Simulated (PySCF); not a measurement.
# H7O2PSi3: the cost of one run

Programs: PySCF 2.14.0, with routines of our own; each step states its level. All values are computed. Atoms count from 0.

### 1 The system as given

13 atoms, charge 0, multiplicity 1; geometry from: GFN2-xTB.

### 2 Circular dichroism and optical rotation: TDDFT PBE0/def2-SVPD

Job settings and geometry (Å):

```
{"job": {"kind": "ecd", "xc": "PBE0", "basis": "def2-SVPD", "nstates": 16}, "charge": 0, "multiplicity": 1}
Si     2.515231     0.506666    -0.308947
O      1.388296    -0.442556     0.391859
Si    -0.166752    -0.818969     0.513305
O     -1.067069     0.537617     0.781610
Si    -2.140800     0.636296    -0.468682
P     -1.201116    -1.171076    -1.463419
H      3.731383     0.049990     0.356574
H      2.506127     0.239476    -1.746363
H      2.198750     1.905856    -0.027701
H     -0.307115    -1.692095     1.659538
H     -1.889276     1.890011    -1.162394
H     -3.464598     0.464560     0.111922
H     -2.107447    -2.105291    -0.989876
```

With the program's defaults for keys left out, this is: TDDFT PBE0/def2-SVPD circular dichroism and optical rotation, one conformer, gas phase.

Launch:

```sh
$ OMP_NUM_THREADS=1 python excited_run.py task.json out
```

One launch serves the whole session: the jobs run in the order shown.

**Question.** How long does this job take on 1 thread of Arm Neoverse V2, shared host, and how much memory does it need?

About 87 s, with a peak of 0.91 GiB.
